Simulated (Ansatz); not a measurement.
# MgCd2TeSe2: the cost of one run

Computed with Ansatz 0.2.0 (DFT PBE, scalar-relativistic, plane waves, PAW, unless a step's input says otherwise).

**1. Starting point**

It takes space group P4/mmm (No. 123, tetragonal). The conventional cell has a = 4.777 Å, b = 4.777 Å, c = 6.147 Å, α = 90.00°, β = 90.00°, γ = 90.00°. Mg (site symmetry 4/mmm) has 2 Te at 3.07 Å as nearest neighbours. Around Cd (site symmetry 4mm) lie 1 Cd at 2.73 Å and 4 Se at 2.94 Å. Around Te (site symmetry 4/mmm) lie 4 Se at 2.39 Å and 2 Mg at 3.07 Å. Around Se (site symmetry mmm) lie 2 Te at 2.39 Å and 4 Cd at 2.94 Å.

As a file:

```
Mg Cd Te Se
1.0
     4.77720    0.00000    0.00000
     0.00000    4.77720    0.00000
     0.00000    0.00000    6.14727
Mg Cd Te Se
1 2 1 2
Direct
  0.00000 0.00000 0.50000
  0.50000 0.50000 0.72238
  0.50000 0.50000 0.27762
  0.00000 0.00000 0.00000
  0.50000 0.00000 0.00000
  0.00000 0.50000 0.00000
```

The cell is invented: species swapped into a database cell of PrSi2Mo2C (P4/mmm, No. 123), with Mg on the Pr sites, Cd on the Si sites, Se on the Mo sites and Te on the C sites. Its size is a rough estimate.

**2. Probe: one point on a coarse mesh**

File input.yaml:

```yaml
crystal:
  lattice:
    - [4.77719566, 0.0, 0.0]
    - [0.0, 4.77719566, 0.0]
    - [0.0, 0.0, 6.14727086]
  atoms:
    - { symbol: Mg, position: [0.0, 0.0, 0.5] }
    - { symbol: Cd, position: [0.5, 0.5, 0.72237599] }
    - { symbol: Cd, position: [0.5, 0.5, 0.27762401] }
    - { symbol: Te, position: [0.0, 0.0, 0.0] }
    - { symbol: Se, position: [0.5, 0.0, 0.0] }
    - { symbol: Se, position: [0.0, 0.5, 0.0] }
basis:
  ecutwfc: 420
kpoints:
  mp_grid: { grid: [4, 4, 4] }
hamiltonian:
  xc: pbe
scf:
  occupations: { method: gaussian, width: 0.1 }
  lower_state_search: "off"
output:
  forces: true
  stress: true
  eigenvalues: true
```

Run with:

```console
> ansatz run input.yaml --threads 1 --pin off --max-ram 2560MiB --backend cpu --events-out ev --progress --plain --runs-dir out
```

Q: Estimate wall time and peak memory on 1 thread of Arm Neoverse V2, shared host.

About 7.3 s, with a peak of 0.46 GiB.
